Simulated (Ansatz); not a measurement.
## TlCoF3, space group Pm-3m: a scan of the Hubbard U, step by step

With Ansatz's Python interface.

At the Python prompt:
```pycon
>>> import ansatz as az
>>> import numpy as np
>>> config = {
...     'functional': 'pbesol',
...     'occupations': 'Fermi-Dirac',
...     'smearing_width': 0.05,
...     'kspacing': 0.29,
... }
>>> def count_gap(report):
...     # lowest empty less highest filled band, counting bands; zero where they overlap
...     return max(report.get('gap_by_band_count_ev') or 0.0, 0.0)
...
>>> lattice = az.Lattice.of(
...     (4.200322, 0.0, 0.0),
...     (0.0, 4.200322, 0.0),
...     (0.0, 0.0, 4.200322),
... )
>>> sites = [
...     ('Tl', (0.0, 0.0, 0.0)),
...     ('Co', (0.5, 0.5, 0.5)),
...     ('F', (0.0, 0.5, 0.5)),
...     ('F', (0.5, 0.0, 0.5)),
...     ('F', (0.5, 0.5, 0.0)),
... ]
>>> cell = az.Crystal(lattice=lattice)
>>> for symbol, position in sites:
...     cell = cell.atom(symbol, position)
...
>>> cell = cell.moments(Co=3.2)
>>> cell.resolved().sites[-1]
Site(symbol='F', position=(0.5, 0.5, 0.0), moment=None, axis=None, held=None, saved=None)
>>> calc = (
...     cell.calculation()
...     .functional(config['functional'])
...     .basis(18 * az.Ha)
...     .spin('collinear')
...     .occupations(config['occupations'], width=config['smearing_width'])
...     .kpoints(spacing=config['kspacing'])
...     .band_table()
... )
>>> rows = []
>>> for u in [0.0, 2.0, 4.0, 6.0]:
...     report = calc.hubbard('Co', 'd', u_eff=u).run(threads=1).report
...     shell = report['hubbard']['n_scf']
...     rows.append((u, count_gap(report), sum(shell) / len(shell), max(abs(m) for m in report['site_moments_mub']), report['n_iterations']))
...
DeckWarning: where an SCF of this run starts from atoms to list the orders of its open shells, Co (site 1, from 0) starts with 3.00 μB on its 3d shell, in the place of the 3.20 μB that the deck gives it: its open shells can hold no more by Hund's first rule. To start from spheres of the given moment, type scf.initial_density.shell_occupations: []
RunWarning: this result is not held to the crystal's symmetry: a search behind the close, the SCF from the whole filling of its shells under DFT+U, one down a way that the close's least curvature shows or from a spin flipped beside it, or a hybrid's further exchange loop reached it with operations of the symmetry [...]
>>> print('      U_eff eV  gap by band count eV  Co d occupation (projector)  largest moment muB      iterations')
      U_eff eV  gap by band count eV  Co d occupation (projector)  largest moment muB      iterations
>>> for row in rows:
...     print(f'{str(row[0]):>14s}  {row[1]:20.3f}  {row[2]:27.4f}  {row[3]:18.3f}  {row[4]:14d}')
...
           0.0                 0.000                       7.2835               2.587              14
           2.0                 1.702                       7.2149               2.629               2
           4.0                 3.204                       7.1792               2.658               2
           6.0                 3.727                       7.1494               2.681               2
>>> print('eigenvalues of the first occupation matrix at the last U, by spin:')
eigenvalues of the first occupation matrix at the last U, by spin:
>>> for channel in report['hubbard']['n_eig'][0]:
...     print('  ', ' '.join(f'{n:.3f}' for n in channel))
...
   0.997 0.997 0.999 0.999 0.999
   0.024 0.069 0.069 0.998 0.998
```

From U = 0 to 6 eV the largest site moment goes from 2.59 to 2.68 μB.

Caveats:
- The magnetic order follows from the starting moments and needn't be the lowest.
- A gap by band count of zero or less means overlapping bands, a metal.
- With one magnetic atom the cell can hold only ferromagnetic order.
- The structure comes from a database of computed cells and needn't be a stable or known phase.
- Gaps and levels are Kohn-Sham values on a finite set of k-points, without spin-orbit coupling.
- Warnings are shown shortened and without file and line.
- Shell occupations and the effect of U depend on the projectors; a run with no .spin step is spin-unpolarised, and each U may end in a state that isn't the lowest.
- Run time: 7.2 min on 1 thread of Arm Neoverse V2 (shared host), peak memory 1.3 GiB.
